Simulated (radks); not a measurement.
**Zn⁺ in [Ne] 3s2 3p5.5 3d10 4s1 4d0.5: an all-electron calculation**

The task here is to estimate one member of a computed series from the others.

Method: scalar-relativistic Kohn-Sham, PW91, spin-unpolarised, spherical densities, finite nucleus. Code: radks (a radial shooting solver on a logarithmic mesh, Libxc functionals) version 1.

### The atom as given

```
element            : zinc (Z = 30)
charge             : +1
electrons          : 29
configuration      : [Ne] 3s2 3p5.5 3d10 4s1 4d0.5
nuclear rms radius : 3.9283 fm
```

The first run:

Settings of this run:

```text
Z 30
configuration [Ne] 3s2 3p5.5 3d10 4s1 4d0.5 4p0 5s0 4f0 5d0
relativity scalar-relativistic
functional pw91,pw91
spin unpolarised
nucleus finite rms 3.9283 fm
c 137.035999084
```

One table of the session follows, with a row left open; its other results are not shown here.

It belongs to the step «Radial structure». Sizes of the orbitals, from the radial functions (bohr):

| level | <r> | outermost maximum (interpolated) | 90 % within | nodes |
| --- | --- | --- | --- | --- |
| 1s | 0.05031 | 0.0329 | 0.0899 | 0 |
| 2s | 0.2262 | 0.189 | 0.350 | 1 |
| 2p | 0.1982 | 0.152 | 0.324 | 0 |
| 3s | 0.6793 | 0.588 | 1.02 | 2 |
| 3p | 0.7098 | 0.591 | 1.10 | 1 |
| 3d | 0.8586 | 0.562 | 1.49 | 0 |
| 4s | 2.263 | 1.90 | 3.39 | 3 |
| 4p | 2.889 | 2.35 | 4.42 | 2 |
| 5s | 6.048 | 5.57 | 8.71 | 4 |
| 4d | ? | ? | ? | ? |

Q: Estimate the row for 4d from the others.

**Answer.** <r>: 5.842; outermost maximum (interpolated): 5.03; 90 % within: 8.93; nodes: 1. In the column «<r>» it lies between 4p (2.889) and 5s (6.048).
